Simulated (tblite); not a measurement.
# C6H13FGe: the cost of one run

The runs use tblite 0.8.0 and PySCF 2.14.0, with density-fitted response routines of our own; the level of theory stands in each step. All values are computed, except where a source is named. Atoms count from 0, in the outputs and in this text.

### 1 The starting structure

21 atoms, charge 0, multiplicity 1; geometry from: force field or distance geometry start.

Bonds of the start (Å): C0–C1 1.50, C1–Ge2 1.95, C1–C3 1.50, C3–C4 1.52, C4–C5 1.53, C5–F6 1.38, C5–C7 1.53, C7–C1 1.49, C0–H8 1.10, C0–H9 1.11, C0–H10 1.10, Ge2–H11 1.55, Ge2–H12 1.55, Ge2–H13 1.55, C3–H14 1.11, C3–H15 1.11, C4–H16 1.09, C4–H17 1.11, C5–H18 1.09, C7–H19 1.10, C7–H20 1.10.

### 2 Optimising the geometry with GFN2-xTB

Job settings and geometry (Å):

```
{"job": {"kind": "relax", "xc": "GFN2-xTB", "basis": "xTB"}, "charge": 0, "multiplicity": 1}
C      0.709400     1.735300    -0.113700
C      0.393200     0.272400    -0.044400
Ge     2.101900    -0.673800    -0.091500
C     -0.296100    -0.139500     1.225400
C     -1.387400    -1.076200     0.718300
C     -1.850500    -0.249900    -0.488100
F     -2.333100     0.960900    -0.036700
C     -0.502100    -0.066900    -1.188100
H     -0.239300     2.299200    -0.156900
H      1.275200     1.929700    -1.045300
H      1.281800     2.051100     0.765700
H      2.068700    -1.951900     0.780200
H      3.214300     0.238500     0.479700
H      2.514700    -1.071600    -1.529700
H      0.347200    -0.730900     1.903700
H     -0.741300     0.742100     1.735400
H     -2.218400    -1.190100     1.420000
H     -0.965100    -2.043600     0.360400
H     -2.586600    -0.769700    -1.098400
H     -0.178600    -1.001500    -1.678800
H     -0.616900     0.753300    -1.917800
```

The run is started by

```bash
OMP_NUM_THREADS=1 python probes_run.py task.json out
```

One launch serves the whole session: the jobs run in the order shown.

**Question.** How long does this first job take on 1 thread of Intel Xeon at 2.50GHz, shared host?

About 3.8 s.
